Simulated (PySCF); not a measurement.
**GeC: bond curves at several levels of theory**

What are the lowest state that PBE0 finds, the bond length, vibrational wavenumber and bond energy of GeC, and how much do these hang on the method?

Method: Ge 6-31G(d,p), C 6-31G(d,p), no relativity; program: PySCF 2.14.0.

1 further run of the same task is left out (it didn't finish).

### Step 1. Set-up

Settings of the job:

```yaml
atoms: Ge, C
charge: 0
basis: Ge 6-31G(d,p), C 6-31G(d,p)
Hamiltonian: no relativity
basis_functions: 46
electrons_treated: 38
masses_in_u: 73.9212, 12.0000
levels: PBE0, PBE, r²SCAN, PW91, TPSSh, BP86, LC-ωPBE, HF, MP2, SCS-MP2
grid: 80 radial by 434 angular points
occupations: held fixed by the projection of orbital angular momentum
dissociation_limit: Ge + C, each in its ground configuration
starting_distance_in_angstrom: 1.870
values_of_2S_to_try: 0, 2, 4
```

Started as:

```console
$ OMP_NUM_THREADS=1 python dia.py task.json out
```

The runs that follow: First curve: PBE0; Higher solutions at PBE0; PBE (GGA); r²SCAN; PW91 (GGA); TPSSh; BP86; LC-ωPBE; ROHF.

Q: Predict the outcome of this session. Wanted: for each run, Re; ωe; De; μ.

The runs gave:

Lowest PBE0 solution found, without spin–orbit coupling: ³Π (triplet), unpaired electrons σ ↑, π ↑. State 2 has its PBE0 minimum 0.28 eV higher. State 3 has its PBE0 minimum 0.33 eV higher, as a spin-mixed determinant (⟨S²⟩ = 1.02), so this is no gap between pure states. State 4 has its PBE0 minimum 0.56 eV higher, as a spin-mixed determinant (⟨S²⟩ = 1.00), so this is no gap between pure states. The other levels ran on the lowest alone.

```
       level  Re (Å)  ωe (cm⁻¹)  De (eV)  μ (D)
        ROHF   1.769        911     1.42  -1.20
    ROHF-MP2   1.802        876     3.28    n/a
ROHF-SCS-MP2   1.804        865     3.06    n/a
         PBE   1.817        794     4.24  -1.39
        PW91   1.815        794     4.25  -1.37
        BP86   1.819        789     4.21  -1.40
      r²SCAN   1.805        797     3.92  -1.22
       TPSSh   1.803        815     3.82  -1.35
        PBE0   1.799        815     3.76  -1.37
     LC-ωPBE   1.783        797     3.43  -1.21
```

De is counted to Ge + C in their ground configurations. A positive dipole means Ge(−)C(+).

The methods spread over 0.050 Å in bond length, from ROHF to BP86. Among the levels with a De in the table, it runs from 1.42 eV (ROHF) to 4.25 eV (PW91).

Correlated steps freeze 10 core orbitals.
